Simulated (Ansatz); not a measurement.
# C11H22S: the cost of one run

The runs use Ansatz 0.2.0, Gaussian basis; the settings change from run to run.

4 further runs of the same task are left out: 4 that didn't finish.

## (1) The molecule

The structure was relaxed beforehand with r2SCAN-D4/def2-SVP.

SMILES `C=CCCCCCCCCCS`, 34 atoms, charge 0, spin multiplicity 1.

Atoms are counted from 1 here; the program's logs count them from 0.

Bond lengths: C1–C2 1.338 Å, C1–H13 1.094 Å, C1–H14 1.096 Å, C2–C3 1.498 Å, C2–H15 1.100 Å, C3–C4 1.533 Å, C3–H16 1.105 Å, C3–H17 1.108 Å, C4–C5 1.526 Å, C4–H18 1.106 Å, C4–H19 1.106 Å, C5–C6 1.528 Å, C5–H20 1.108 Å, C5–H21 1.106 Å, C6–C7 1.530 Å, C6–H22 1.107 Å, C6–H23 1.105 Å, C7–C8 1.530 Å and more. Angles: C2–C1–H13 121.7°, C2–C1–H14 121.3°, H13–C1–H14 117.0°, C1–C2–C3 125.4°, C1–C2–H15 118.8°, C3–C2–H15 115.8°, C2–C3–C4 113.0°, C2–C3–H16 109.8°, C2–C3–H17 109.3°, C4–C3–H16 109.8°, C4–C3–H17 108.4°, H16–C3–H17 106.3°, C3–C4–C5 113.3°, C3–C4–H18 109.0°, C3–C4–H19 109.4°, C5–C4–H18 109.8°, C5–C4–H19 109.3°, H18–C4–H19 105.8° and more.

## (2) B2PLYP/6-31G

Options: relativity set to none, high accuracy.

in.yaml

```yaml
crystal:
  periodic: [false, false, false]
  atoms:
    - {symbol: C, position_ang: [-6.114833, 1.202846, 0.173012]}
    - {symbol: C, position_ang: [-5.221544, 0.260836, 0.497218]}
    - {symbol: C, position_ang: [-3.753228, 0.485592, 0.689593]}
    - {symbol: C, position_ang: [-2.891490, -0.303039, -0.303463]}
    - {symbol: C, position_ang: [-1.393148, -0.104700, -0.092474]}
    - {symbol: C, position_ang: [-0.538920, -0.889599, -1.087101]}
    - {symbol: C, position_ang: [0.964435, -0.628847, -0.976765]}
    - {symbol: C, position_ang: [1.576949, -1.055757, 0.358202]}
    - {symbol: C, position_ang: [3.103395, -0.970265, 0.408822]}
    - {symbol: C, position_ang: [3.654707, 0.449506, 0.269720]}
    - {symbol: C, position_ang: [5.171210, 0.497734, 0.406714]}
    - {symbol: S, position_ang: [5.886330, 2.179109, 0.317386]}
    - {symbol: H, position_ang: [-7.173543, 0.966917, 0.031853]}
    - {symbol: H, position_ang: [-5.814039, 2.247810, 0.032643]}
    - {symbol: H, position_ang: [-5.565510, -0.777674, 0.613594]}
    - {symbol: H, position_ang: [-3.526378, 1.563776, 0.608089]}
    - {symbol: H, position_ang: [-3.468737, 0.184190, 1.716952]}
    - {symbol: H, position_ang: [-3.167039, -0.008017, -1.332646]}
    - {symbol: H, position_ang: [-3.132669, -1.379971, -0.224652]}
    - {symbol: H, position_ang: [-1.149653, 0.972840, -0.172604]}
    - {symbol: H, position_ang: [-1.135272, -0.394951, 0.942840]}
    - {symbol: H, position_ang: [-0.734838, -1.971606, -0.959127]}
    - {symbol: H, position_ang: [-0.870728, -0.643620, -2.112358]}
    - {symbol: H, position_ang: [1.483675, -1.164124, -1.793598]}
    - {symbol: H, position_ang: [1.152847, 0.446570, -1.152251]}
    - {symbol: H, position_ang: [1.159116, -0.442564, 1.177603]}
    - {symbol: H, position_ang: [1.270243, -2.096808, 0.571329]}
    - {symbol: H, position_ang: [3.455793, -1.396963, 1.366049]}
    - {symbol: H, position_ang: [3.533512, -1.610599, -0.385454]}
    - {symbol: H, position_ang: [3.370362, 0.874385, -0.709664]}
    - {symbol: H, position_ang: [3.201010, 1.108434, 1.031976]}
    - {symbol: H, position_ang: [5.482326, 0.122284, 1.396262]}
    - {symbol: H, position_ang: [5.659362, -0.146633, -0.343902]}
    - {symbol: H, position_ang: [5.526310, 2.422929, -0.963790]}
basis:
  gaussian: {orbitals: 6-31G}
hamiltonian: {xc: {name: B2PLYP}, pseudopotentials: {relativity: none}}
accuracy: high
scf: {omitted_lower_state_checks: [starts]}
```

Run with:

```bash
ansatz run in.yaml --threads 4 --pin off --events-out ev --progress --plain --max-ram 6963MiB
```

**Question.** How long does this run take on 4 threads of Arm Neoverse V2, shared host, and how much memory does it need?

About 19 s, with a peak of 1.1 GiB.
